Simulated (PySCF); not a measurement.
**the pair HTe2···H at 6 levels**

We compute a comparison of 6 runs (wB97X-V/STO-6G, CCSDT(Q)/STO-6G, QCISD(T)/STO-6G, CISD/STO-6G, CCSD(T)/STO-6G, UCCSD(T)/STO-6G) of the pair HTe2···H. 

Program for the calculation: PySCF 2.14.0.

8 further runs of the same task are left out: 8 set aside as unsound or not needed.

### Step 1. The structure to begin with

H2Te2 has 4 atoms, charge 0, and is taken as a singlet. The Te2–H4 distance was set to 4.619 Å, away from the relaxed value.

Bond lengths: Te1–Te2 2.688 Å, Te1–H3 1.648 Å. Angles: Te2–Te1–H3 94.1°.

### Step 2. The energy at wB97X-V/STO-6G (run 1)

Input file run.py:

```python
from pyscf import gto, dft

mol = gto.M(
    atom='''
Te  -2.484653   0.965755  -2.586663
Te  -2.697773  -1.555795  -1.680013
H   -3.455003   1.595045  -1.412603
H    1.172790  -1.367720   0.832920
''',
    charge=0,
    max_memory=1860,
    verbose=4,
    basis='sto-6g',
)

mf = dft.RKS(mol, xc='wb97x-v')
mf.conv_tol = 1e-10
mf.grids.level = 5
mf.nlcgrids.level = 1
mf.kernel()
if not mf.converged:
    mf = mf.newton().run(mf.mo_coeff, mf.mo_occ)

energy = mf.e_tot
print('E(%s) = %.9f' % ('WB97X-V', energy))
```

On the command line:

```sh
$ OMP_NUM_THREADS=1 python run.py
```

What it wrote:

```text
PySCF version 2.14.0

[... 115 lines left out ...]
converged SCF energy = -13166.3036929183
E(WB97X-V) = -13166.303692918
```

Run time: 3.6 min. Hardware: 1 thread of Arm Neoverse V1, shared host; peak memory 0.31 GiB.

### Step 3. The energy at CCSDT(Q)/STO-6G (run 2)

Input file start.xyz:

```xyz
4
H2Te2
Te    -2.484653     0.965755    -2.586663
Te    -2.697773    -1.555795    -1.680013
H     -3.455003     1.595045    -1.412603
H      1.172790    -1.367720     0.832920
```

Input file calc.py:

```python
from pyscf import gto, scf, cc

system = gto.M(
    atom='start.xyz',
    spin=0,
    basis='sto-6g',
    max_memory=1860,
    verbose=3,
)

mf = scf.RHF(system)
mf.conv_tol = 1e-10
mf.kernel()
if not mf.converged:
    mf = mf.newton().run(mf.mo_coeff, mf.mo_occ)

mycc = cc.CCSDT(mf, frozen=36)
mycc.kernel()
e_bracket, e_q = mycc.ccsdt_q()
e_tot = mycc.e_tot + e_q
print('Final energy', e_tot)
```

On the command line:

```sh
$ OMP_NUM_THREADS=1 python calc.py
```

What it wrote:

```text
converged SCF energy = -13162.3160933044
_make_eris_incore_RCCSDT
RCCSDT converged
E(RCCSDT) = -13162.57728074003   E_corr = -0.261187435628818
E_corr(same-spin) = -0.0034761218621258
E_corr(oppo-spin) = -0.257711313766692
_make_eris_incore_RCCSDT
Final energy -13162.577611845716
```

Run time: 32 s. Hardware: 1 thread of Arm Neoverse V1, shared host; peak memory 0.13 GiB.

Runs 3 to 5 aren't shown in full; the table further down has their settings and results.

### Step 4. The energy at UCCSD(T)/STO-6G (run 6)

Input file input.xyz:

```xyz
4

Te    -2.484653     0.965755    -2.586663
Te    -2.697773    -1.555795    -1.680013
H     -3.455003     1.595045    -1.412603
H      1.172790    -1.367720     0.832920
```

Input file job.py:

```python
from pyscf import gto, cc

mol = gto.Mole()
mol.atom = 'input.xyz'
mol.max_memory = 1860
mol.basis = 'sto-6g'
mol.verbose = 4
mol.build()

mf = mol.UHF()
mf.conv_tol = 1e-10
mf.kernel()
if not mf.converged:
    mf = mf.newton().run(mf.mo_coeff, mf.mo_occ)
for _ in range(3):
    mo, _, stable, _ = mf.stability(return_status=True)
    if stable:
        break
    mf.kernel(mf.make_rdm1(mo, mf.mo_occ))

mycc = cc.CCSD(mf, frozen=36)
mycc.kernel()
e_t = mycc.ccsd_t()
e_tot = mycc.e_tot + e_t
print('E(%s) = %.9f' % ('CCSD(T)', e_tot))
```

On the command line:

```sh
$ OMP_NUM_THREADS=1 python job.py
```

What it wrote:

```text
PySCF version 2.14.0

[... 148 lines left out ...]
converged SCF energy = -13162.3160933044  <S^2> = 2.4066082e-10  2S+1 = 1
[... 80 lines left out ...]
converged SCF energy = -13162.5375144285  <S^2> = 1.0043587  2S+1 = 2.2399631
[... 14 lines left out ...]
Init t2, MP2 energy = -0.0259158868859456
[... 26 lines left out ...]
UCCSD converged
[... 2 lines left out ...]
E(CCSD(T)) = -13162.577236218
```

Wall time 9.6 s (1 thread of Arm Neoverse V1, shared host); peak memory 0.14 GiB.

### Step 5. The series

| run | level | integration grid | nlc grid | energy (Eh) | dipole moment (D) of the reference | HOMO energy (eV) | LUMO energy (eV) | wall time |
| --- | --- | --- | --- | --- | --- | --- | --- | --- |
| 1 | wB97X-V/STO-6G | 5 | 1 | -13166.303693 | 1.72 | -4.95 | -1.77 | 3.6 min |
| 2 | CCSDT(Q)/STO-6G | – | – | -13162.577612 | 1.61 | -4.14 | -0.91 | 32 s |
| 3 | QCISD(T)/STO-6G | – | – | -13162.579615 | 1.61 | -4.14 | -0.91 | 7.2 s |
| 4 | CISD/STO-6G | – | – | -13162.553628 | 1.61 | -4.14 | -0.91 | 7.2 s |
| 5 | CCSD(T)/STO-6G | – | – | -13162.580126 | 1.61 | -4.14 | -0.91 | 7.5 s |
| 6 | UCCSD(T)/STO-6G | – | – | -13162.577236 | 1.27 | -6.44 | 2.32 | 9.6 s |

### Step 6. What came out

```
                                           quantity            value
                                run 6: total energy  -13162.57724 Eh
        run 6: dipole moment (Hartree–Fock density)           1.27 D
         run 6: HOMO energy (Hartree–Fock orbitals)         -6.44 eV
         run 6: LUMO energy (Hartree–Fock orbitals)          2.32 eV
       run 6: HOMO–LUMO gap (Hartree–Fock orbitals)          8.76 eV
run 6: correlation energy (36 core orbitals frozen)        -39.7 mEh
                              run 6: (T) correction        -0.40 mEh
           run 6: ⟨S²⟩ of the reference determinant            1.004
                               run 6: T1 diagnostic            0.013
```

In words: In runs 1, 2, 3, 4, 5, 6 the basis is minimal, so the values are rough. In runs 1, 3, 4, 5 a closed-shell determinant meets a far-stretched bond, which it describes badly. In runs 1, 2, 3, 4, 5, 6 relativity is left out where basis or elements ask for it. Spin contamination of the reference: run 6 ⟨S²⟩ = 1.00. Where it is this large, the reference is a mixture of spin states, and values that rest on it are in doubt. All runs together took 4.6 min, the longest 3.6 min.
